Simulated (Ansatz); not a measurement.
# YPd3: a single point and what it writes

Aim: for YPd3, a database entry, slightly rescaled, find its forces and stress, its levels, and how its atoms share the electrons. The atoms and the cell stay fixed.

Program: Ansatz 0.2.0. Level of theory: DFT, r2SCAN, no spin polarisation, plane waves, PAW. These are calculated values, not measurements.

## Step 1: The structure

Symmetry: Pm-3m, No. 221, cubic system. Conventional cell: a = 4.043 Å, b = 4.043 Å, c = 4.043 Å, α = 90.00°, β = 90.00°, γ = 90.00°. Around Pd (site symmetry 4/mmm) lie 8 Pd at 2.86 Å and 4 Y at 2.86 Å. Around Y (site symmetry m-3m) lie 12 Pd at 2.86 Å.

The coordinates stand in the input below.

It is a restart: the density comes from an earlier run on this cell.

## Step 2: Self-consistent run

The input, input.yaml:

```yaml
crystal:
  lattice:
    - [4.0434374, 0.0, 0.0]
    - [0.0, 4.0434374, 0.0]
    - [0.0, 0.0, 4.0434374]
  atoms:
    - { symbol: Pd, position: [0.0, 0.5, 0.5] }
    - { symbol: Pd, position: [0.5, 0.0, 0.5] }
    - { symbol: Pd, position: [0.5, 0.5, 0.0] }
    - { symbol: "Y", position: [0.0, 0.0, 0.0] }
  symmetry: { tolerance: 0.0003 }
kpoints:
  mp_grid: { grid: [8, 8, 8], shift: [0, 0, 0] }
  band_path:
    path:
      - [0.0, 0.0, 0.0]
      - [0.0, 0.5, 0.0]
      - [0.5, 0.5, 0.0]
      - [0.0, 0.0, 0.0]
      - [0.5, 0.5, 0.5]
      - [0.0, 0.5, 0.0]
      - [0.5, 0.5, 0.5]
      - [0.5, 0.5, 0.0]
    npoints: 8
magnetization:
  spin_polarized: false
scf:
  occupations: { method: fermi_dirac }
  lower_state_search: "off"
  max_iter: 200
hamiltonian:
  pseudopotentials: { kind: paw }
  xc: r2scan
basis:
  ecutwfc: 500
  fft_grid_basis: typed
output:
  forces: true
  stress: true
  eigenvalues: true
  bader: true
  populations: true
  elf: true
  write_potential: true
  volumetric_format: npy
  dos:
    e_range: [-12, 8]
    de: 0.05
    projected: { site_lists: { Pd: [Pd], "Y": ["Y"] } }
checkpoint:
  read: saved_state
```

What does the calculation give? Wanted: largest force; pressure; character; Bader charges.

As calculated:

```
                                                 quantity                value
                                            largest force           0.000 eV/Å
                                                 pressure              5.7 GPa
                                                character                metal
density of states, mean within 0.25 eV of the Fermi level  1.6 per eV per cell
                                            Bader charges  Pd -0.57, Y +1.71 e
```

**Reading.** Bands cross the Fermi level: a metal; within 0.25 eV of the Fermi level the density of states averages 1.6 per eV per cell, mostly Pd d (40 %), Y d (29 %) and Y s (18 %). At 5.7 GPa the cell is compressed and would expand. By Bader's partition Y gives up most (+1.71 e) and Pd takes most (-0.57 e).
